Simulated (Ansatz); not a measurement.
Working through energies of removing a hydrogen of C4H3N, SMILES CC#CC#N

Computed with Ansatz 0.2.0, Python API.

Run as a notebook:

```python
import ansatz as az
from ase import Atoms
```

```python
def energy_of(molecule, charge=0, unpaired=0):
    calc = (
        molecule.calculation()
        .basis(gaussian="6-31G*")
        .functional("pbe0")
    )
    if charge:
        calc = calc.charge(charge)
    if unpaired:
        calc = calc.spin("collinear", total=unpaired)
    report = calc.run(threads=1).report
    if report["published_state_doubts"]:
        print("  doubts:", report["published_state_doubts"])
    return report["free_energy_ev"]
```

```python
def without(molecule, index):
    rest = az.Crystal.molecule()
    for i, site in enumerate(molecule.cartesian_sites):
        if i != index:
            rest = rest.atom(site.symbol, site.position_ang)
    return rest
```

```python
atoms = Atoms(["C", "C", "C", "C", "N", "H", "H", "H"], positions=[
    (-1.5566, 0.1446, -0.1075),
    (-0.1036, 0.0096, -0.0072),
    (1.0898, -0.1012, 0.0753),
    (2.6236, -0.2437, 0.1812),
    (3.7762, -0.3508, 0.2608),
    (-1.8568, 1.1933, -0.0219),
    (-1.9171, -0.2343, -1.0685),
    (-2.0554, -0.4174, 0.6878),
])
system = az.Crystal.molecule_from_ase(atoms)
```

```python
whole = energy_of(system, 0)
hydrogen = energy_of(az.Crystal.molecule().atom("H", (0, 0, 0)), 0, 1)
print(f"E(molecule) = {whole:.5f} eV, E(H) = {hydrogen:.5f} eV")
for index in [7]:
    radical = energy_of(without(system, index), 0, 1)
    print(f"H{index}: homolysis {96.485332 * (radical + hydrogen - whole):.1f} kJ/mol")
    anion = energy_of(without(system, index), -1)
    print(f"H{index}: loss of a proton {96.485332 * (anion - whole):.1f} kJ/mol")
```

    E(molecule) = -5677.00270 eV, E(H) = -13.58146 eV
    H7: homolysis 452.9 kJ/mol
    H7: loss of a proton 1614.6 kJ/mol

Reading the output:
- Total energies depend on the basis set; only differences at equal settings carry meaning.
- The geometry is a force-field or estimated start, not a minimum of this method, and the basis set is short of its limit. All parts are taken at fixed geometry, without zero-point energy.
- Anions want diffuse functions, which this basis lacks.
- Run time: 6.9 s on 1 thread of Intel(R) Xeon(R) Platinum 8259CL CPU @ 2.50GHz (Skylake/Cascade Lake), on a shared host, peak memory 0.25 GiB.
